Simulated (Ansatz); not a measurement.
HPbNO4:

```
H Pb N O
1.0
     4.12040   -0.00081   -0.01120
     0.00404    6.42722    0.05360
     0.02791    3.20707    7.74994
H Pb N O
2 2 2 8
Direct
  0.90366 0.21821 0.48851
  0.40337 0.78177 0.51142
  0.39455 0.30863 0.70725
  0.89489 0.69135 0.29266
  0.63409 0.19990 0.20730
  0.13386 0.80012 0.79275
  0.90829 0.32866 0.54369
  0.53792 0.39076 0.19497
  0.53483 0.11279 0.10602
  0.83718 0.08887 0.32672
  0.40817 0.67132 0.45624
  0.03774 0.60924 0.80520
  0.03429 0.88737 0.89397
  0.33716 0.91101 0.67330
```

The cell was built by a generator and needn't be a form met in nature.

```yaml
Program: Ansatz 0.2.0
Task: relaxation of cell and atoms
Functional: PBE
Dispersion: D3(BJ)-ATM
Potentials_or_basis: Ansatz PAW
Cutoff: "420 eV (not typed: the program's choice for these potentials)"
k_mesh: 5 × 4 × 3
Occupations: fermi-dirac, width 0.05 eV
Spin: no spin polarisation
```

At the start: volume 14.61 Å³/atom.

Question: Where does the relaxation end?

Answer: It ends after 15 steps and the volume is 14.04 Å³/atom (-3.9 %); space group P2_1 (No. 4, to 0.05 Å).

The path:
```
step  energy change (eV)  largest force (eV/Å)  volume (Å³)
   1              0.0000                0.2391       204.53
   2             -0.0462                0.2168       199.77
   3             -0.0540                0.0892       198.61
   4             -0.0576                0.0329       198.00
   5             -0.0580                0.0125       197.95
   6             -0.0583                0.0185       197.90
   7             -0.0582                0.0173       197.95
   8             -0.0583                0.0112       197.91
   9             -0.0365                0.0106       197.91
  10             -0.0421                0.0818       196.59
  11             -0.0423                0.0803       196.56
  12             -0.0417                0.0077       196.79
  13             -0.0374                0.0078       196.79
  14             -0.0384                0.0086       196.57
  15             -0.0375                0.0086       196.57
```

Final structure:
```
H Pb N O
1.0
     4.04350   -0.00143   -0.01181
     0.00302    6.39502    0.06646
     0.02545    3.20746    7.63492
H Pb N O
2 2 2 8
Cartesian
  3.7357 2.9418 3.6957
  1.7163 6.6587 3.9898
  1.7132 4.2305 5.4640
  3.7257 5.3700 2.2214
  2.5063 1.9818 1.5784
  0.5006 7.6197 6.1144
  3.7725 3.8228 4.1400
  2.1000 3.1654 1.4930
  2.0542 1.0811 0.8278
  3.3962 1.6704 2.4487
  1.7497 5.7776 3.5452
  0.0939 6.4364 6.2024
  0.0537 8.5209 6.8675
  1.3857 7.9302 5.2388
```

Caveat: the plane-wave basis is chosen anew once the cell has moved, so the energies of steps on either side of that aren't comparable; the pressure holds a Pulay correction of +0.6 GPa for the finite cutoff.
